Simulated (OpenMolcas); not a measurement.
# C2F5 (pentafluoroethyl): levels of theory compared

We compute a comparison of 5 runs (UHF/STO-3G, U-revPBE/cc-pVDZ, UBLYP/cc-pVDZ, UM06-L/cc-pVDZ, ROMP2/cc-pVDZ) of C2F5 (pentafluoroethyl). 

The results are computed with OpenMolcas 26.06.

### 1 Starting point

The species is C2F5 (7 atoms), meant as a doublet with charge 0. SMILES: `F[C](F)C(F)(F)F`. Geometry: relaxed at PBE0-D4/def2-TZVP.

Bond lengths: F1–C2 1.312 Å, C2–F3 1.312 Å, C2–C4 1.514 Å, C4–F5 1.327 Å, C4–F6 1.327 Å, C4–F7 1.338 Å. Angles: F1–C2–F3 112.2°, F1–C2–C4 114.4°, F3–C2–C4 114.4°, C2–C4–F5 109.8°, C2–C4–F6 109.7°, C2–C4–F7 111.6°, F5–C4–F6 109.4°, F5–C4–F7 108.1°, F6–C4–F7 108.1°.

### 2 Energy and gradient at UHF/STO-3G (run 1)

job.input

```
* C2F5 Hartree-Fock

&gateway
  baslib=$CurrDir
  coord
  7
  angstrom
  F        1.561030      -0.846020       0.512950
  C        0.322010      -0.468420       0.723150
  F       -0.464130      -1.481230       1.002660
  C       -0.228340       0.480800      -0.320510
  F        0.577960       1.527090      -0.444820
  F       -1.434800       0.896110       0.043240
  F       -0.333720      -0.108340      -1.516660
  basis=STO-3G
  group=NoSym

&seward

&scf
  uhf
  spin=2
  thresholds=1e-10 1e-07 1e-07 1e-05
  prorbitals=1 2

&alaska
```

The basis set STO-3G is read from a file made from the Basis Set Exchange's data (not shown).

Run with:

```console
$ export MOLCAS_MEM=1860
$ pymolcas job.input > job.log
```

Output:

```text
--- Start Module: gateway ---
[...]
--- Stop Module: gateway /rc=_RC_ALL_IS_WELL_ ---
[...]
      Basis functions           35
[...]
--- Start Module: scf ---
[...]
       Convergence after  15 Iterations
[...]
::    Total SCF energy                               -564.9525725149
[...]
      Total spin, S                                     0.5028822104
[...]
      Total electronic charge=   57.000000
      Total            charge=   -0.000000
[...]
      Dipole Moment (debye):
      Origin of the operator (angstrom)=   -0.0055   -0.0007   -0.0237
                   X=  1.1325E-01               Y= -4.4475E-02               Z=  4.0864E-01           Total=  4.2637E-01
      Quadrupole Moment (debye*angstrom):
[...]
--- Stop Module: scf /rc=_RC_ALL_IS_WELL_ ---
--- Start Module: alaska ---
[...]
 *              Molecular gradients               *
 **************************************************
  Irreducible representation: a
 ------------------------------------------------------------------------------------------
                              X                       Y                       Z
 ------------------------------------------------------------------------------------------
  F1               -5.17319914136927E-02    1.33760948185611E-02    4.47260092356383E-03
  C2               -3.09667241532174E-03   -1.04266719835078E-02   -2.62142243586219E-02
  F3                3.23203090302933E-02    3.97554360421886E-02   -1.58651126572948E-02
  C4               -1.18608903296451E-03    3.61898891035273E-03   -2.73911364916446E-04
  F5               -3.74278701457342E-02   -5.03464253720907E-02    6.58302843556147E-03
  F6                5.73076633912031E-02   -2.06646203524272E-02   -1.63707693422284E-02
  F7                3.81465058630015E-03    2.46871979368679E-02    4.76683883639097E-02
 ------------------------------------------------------------------------------------------
--- Stop Module: alaska /rc=_RC_ALL_IS_WELL_ ---
[...]
```

Run time: 3.3 s. Hardware: 1 thread of Intel Xeon Platinum 8259CL at 2.50GHz (Skylake/Cascade Lake), shared host; peak memory 0.37 GiB.

### 3 Energy and gradient at U-revPBE/cc-pVDZ (run 2)

input.xyz

```xyz
7

F      1.561030    -0.846020     0.512950
C      0.322010    -0.468420     0.723150
F     -0.464130    -1.481230     1.002660
C     -0.228340     0.480800    -0.320510
F      0.577960     1.527090    -0.444820
F     -1.434800     0.896110     0.043240
F     -0.333720    -0.108340    -1.516660
```

calc.input

```
&GATEWAY
BasLib=$CurrDir
Coord=input.xyz
Basis=cc-pVDZ
Group=NoSym
&SEWARD
GridInput
Grid=UltraFine
End of Grid
&SCF
UHF
Spin=2
KSDFT=revPBE
Thresholds=1e-10 1e-07 1e-07 1e-05
PrOrbitals=1 1
&ALASKA
```

The basis set cc-pVDZ is read from a file made from the Basis Set Exchange's data (not shown).

Run with:

```console
$ export MOLCAS_MEM=1860
$ pymolcas calc.input > calc.log
```

Output:

```text
--- Start Module: gateway ---
[...]
--- Stop Module: gateway /rc=_RC_ALL_IS_WELL_ ---
[...]
      Basis functions           98
[...]
--- Start Module: scf ---
[...]
       Convergence after  16 Iterations
[...]
::    Total KS-DFT energy                            -575.1943491671
[...]
      Total spin, S                                     0.5009215238
[...]
      Total electronic charge=   57.000000
      Total            charge=   -0.000000
[...]
      Dipole Moment (debye):
      Origin of the operator (angstrom)=   -0.0055   -0.0007   -0.0237
                   X=  1.3164E-01               Y= -2.0033E-01               Z=  2.8243E-01           Total=  3.7044E-01
      Quadrupole Moment (debye*angstrom):
[...]
--- Stop Module: scf /rc=_RC_ALL_IS_WELL_ ---
[...]
--- Start Module: alaska ---
[...]
 *              Molecular gradients               *
 **************************************************
  Irreducible representation: a
 ------------------------------------------------------------------------------------------
                              X                       Y                       Z
 ------------------------------------------------------------------------------------------
  F1               -2.94820833258349E-02    8.50276456026222E-03    3.84123445535511E-03
  C2                6.30255885487874E-03   -2.37061571471098E-02   -4.62418329965608E-03
  F3                1.84791462231448E-02    2.35580306783909E-02   -7.77006523739665E-03
  C4               -6.77783262937925E-03    1.14025139158445E-02   -1.32548990586128E-02
  F5               -1.80180100095839E-02   -2.32143012911230E-02    2.72336388411354E-03
  F6                2.68566409399895E-02   -9.16718541315475E-03   -8.14013466763353E-03
  F7                2.63957994669450E-03    1.26243346967030E-02    2.72246839238335E-02
 ------------------------------------------------------------------------------------------
--- Stop Module: alaska /rc=_RC_ALL_IS_WELL_ ---
[...]
```

It took 71 s on 1 thread of Intel Xeon Platinum 8259CL at 2.50GHz (Skylake/Cascade Lake), shared host; peak memory 0.55 GiB.

### 4 Energy and gradient at UBLYP/cc-pVDZ (run 3)

calc.input

```
&GATEWAY
  BasLib=$CurrDir
  Coord
  7
  angstrom
  F        1.561030      -0.846020       0.512950
  C        0.322010      -0.468420       0.723150
  F       -0.464130      -1.481230       1.002660
  C       -0.228340       0.480800      -0.320510
  F        0.577960       1.527090      -0.444820
  F       -1.434800       0.896110       0.043240
  F       -0.333720      -0.108340      -1.516660
  Basis=cc-pVDZ
  Group=NoSym

&SEWARD
  GridInput
  Grid=UltraFine
  End of Grid

&SCF
  UHF
  Spin=2
  KSDFT=BLYP
  Thresholds=1e-10 1e-07 1e-07 1e-05
  PrOrbitals=0

&ALASKA
```

The basis set cc-pVDZ is read from a file made from the Basis Set Exchange's data (not shown).

Run with:

```console
$ export MOLCAS_MEM=1860
$ pymolcas calc.input > calc.log
```

Output:

```text
--- Start Module: gateway ---
[...]
--- Stop Module: gateway /rc=_RC_ALL_IS_WELL_ ---
[...]
      Basis functions           98
[...]
--- Start Module: scf ---
[...]
       Convergence after  15 Iterations
[...]
::    Total KS-DFT energy                            -575.3133476844
[...]
      Total spin, S                                     0.5007846427
[...]
      Total electronic charge=   57.000000
      Total            charge=   -0.000000
[...]
      Dipole Moment (debye):
      Origin of the operator (angstrom)=   -0.0055   -0.0007   -0.0237
                   X=  1.3583E-01               Y= -2.0910E-01               Z=  2.8831E-01           Total=  3.8118E-01
      Quadrupole Moment (debye*angstrom):
[...]
--- Stop Module: scf /rc=_RC_ALL_IS_WELL_ ---
[...]
--- Start Module: alaska ---
[...]
 *              Molecular gradients               *
 **************************************************
  Irreducible representation: a
 ------------------------------------------------------------------------------------------
                              X                       Y                       Z
 ------------------------------------------------------------------------------------------
  F1               -3.09275788616858E-02    8.92378223189105E-03    4.08557332991966E-03
  C2                6.80471415269690E-03   -2.51132780742944E-02   -4.37149948066740E-03
  F3                1.94064903380990E-02    2.47236830640141E-02   -8.09964271646990E-03
  C4               -7.45251701302874E-03    1.22678458911342E-02   -1.49190226465032E-02
  F5               -1.90002661274367E-02   -2.45129025427033E-02    3.07238267866072E-03
  F6                2.84225130182385E-02   -9.66759441997134E-03   -8.40851992314740E-03
  F7                2.74664449314255E-03    1.33784638499961E-02    2.86407287581838E-02
 ------------------------------------------------------------------------------------------
--- Stop Module: alaska /rc=_RC_ALL_IS_WELL_ ---
[...]
```

It took 68 s on 1 thread of Intel Xeon Platinum 8259CL at 2.50GHz (Skylake/Cascade Lake), shared host; peak memory 0.55 GiB.

Run 4 isn't shown in full; the table further down has it.

### 5 The energy at ROMP2/cc-pVDZ (run 5)

calc.input

```
>>> EXPORT MOLCAS_PRINT=2

&GATEWAY
  BASLIB=$CurrDir
  COORD
  7
  bohr
  F      2.94991917    -1.59874610     0.96933502
  C      0.60851071    -0.88518551     1.36655545
  F     -0.87707859    -2.79911903     1.89475280
  C     -0.43150006     0.90858032    -0.60567612
  F      1.09218611     2.88578187    -0.84058797
  F     -2.71137904     1.69340248     0.08171176
  F     -0.63063940    -0.20473293    -2.86607202
  BASIS=cc-pVDZ
  GROUP=NoSym

&SEWARD

&SCF
  UHF
  SPIN=2
  THRESHOLDS=1e-10 1e-07 1e-07 1e-05
  PRORBITALS=1 1

&RASSCF
  FILEORB=$Project.UnaOrb
  SPIN=2
  NACTEL=1 0 0
  INACTIVE=28
  RAS2=1
  OUTORBITALS=Canonical
  ORBLISTING=NoCore

&CASPT2
  IPEA=0.0
  FROZEN=7
```

The basis set cc-pVDZ is read from a file made from the Basis Set Exchange's data (not shown).

Run with:

```console
$ export MOLCAS_MEM=1860
$ pymolcas calc.input > calc.log
```

Output:

```text
--- Start Module: gateway ---
[...]
--- Stop Module: gateway /rc=_RC_ALL_IS_WELL_ ---
[...]
      Basis functions           98
[...]
       Convergence after  17 Iterations
[...]
::    Total SCF energy                               -572.9059279595
[...]
      Total spin, S                                     0.5031215021
[...]
--- Start Module: rasscf ---
[...]
      Number of active orbitals                  1
[...]
      Spin quantum number                      0.5
[...]
      Active orbitals                            1
[...]
      Number of CSFs                             1
[...]
      Number of root(s) required                 1
[...]
      Convergence after  7 iterations
[...]
      printout of CI-coefficients larger than  0.05 for root  1
      energy=    -572.903037
      conf/sym  1     Coeff  Weight
             1  u   1.00000 1.00000
      Natural orbitals and occupation numbers for root  1
      sym 1:   1.000000
      ************************************************************************************************************************
      *                                                    Final results                                                     *
[...]
::    RASSCF root number  1 Total energy:   -572.90303700
[...]
      Total electronic charge=   57.000000
      Total            charge=   -0.000000
[...]
      Dipole Moment (debye):
      Origin of the operator (angstrom)=   -0.0055   -0.0007   -0.0237
                   X=  1.2003E-01               Y=  1.2399E-01               Z=  6.5419E-01           Total=  6.7657E-01
      Quadrupole Moment (debye*angstrom):
[...]
--- Stop Module: rasscf /rc=_RC_ALL_IS_WELL_ ---
[...]
--- Start Module: caspt2 ---
[...]
 ###    WARNING: User changed nr of frozen orbitals.                         ###
 ###############################################################################
[...]
      E2 (Variational):          -1.1647339362
      Total energy:            -574.0677709368
[...]
      Reference weight:           0.79540
[...]
::    CASPT2 Root  1     Total energy:   -574.06777094
[...]
--- Stop Module: caspt2 /rc=_RC_ALL_IS_WELL_ ---
[...]
```

Wall time 25 s (1 thread of Intel Xeon Platinum 8259CL at 2.50GHz (Skylake/Cascade Lake), shared host); peak memory 0.55 GiB.

### 6 The series

```tsv
run	level	integration grid	task	energy (Eh)	dipole moment (D)	HOMO energy (eV)	LUMO energy (eV)	wall time
1	UHF/STO-3G	–	gradient	-564.952573	0.43	-8.78	6.50	3.3 s
2	U-revPBE/cc-pVDZ	UltraFine	gradient	-575.194349	0.37	-5.36	-3.19	71 s
3	UBLYP/cc-pVDZ	UltraFine	gradient	-575.313348	0.38	-5.26	-3.34	68 s
4	UM06-L/cc-pVDZ	UltraFine	energy	-575.318316	0.43	-5.92	-3.25	89 s
5	ROMP2/cc-pVDZ	–	energy	-574.067771	–	–	–	25 s
```

### 7 Results

| quantity | value |
| --- | --- |
| run 5: total energy | -574.06777 Eh |

What this shows: Over runs 1, 2, 3, 4 the dipole moment (its size) runs from 0.37 D (U-revPBE/cc-pVDZ) to 0.43 D (UM06-L/cc-pVDZ). Totals of different functionals can't be ranked against each other. In run 1 the basis is minimal, so the values are rough. All runs together took 4.3 min, the longest 89 s.
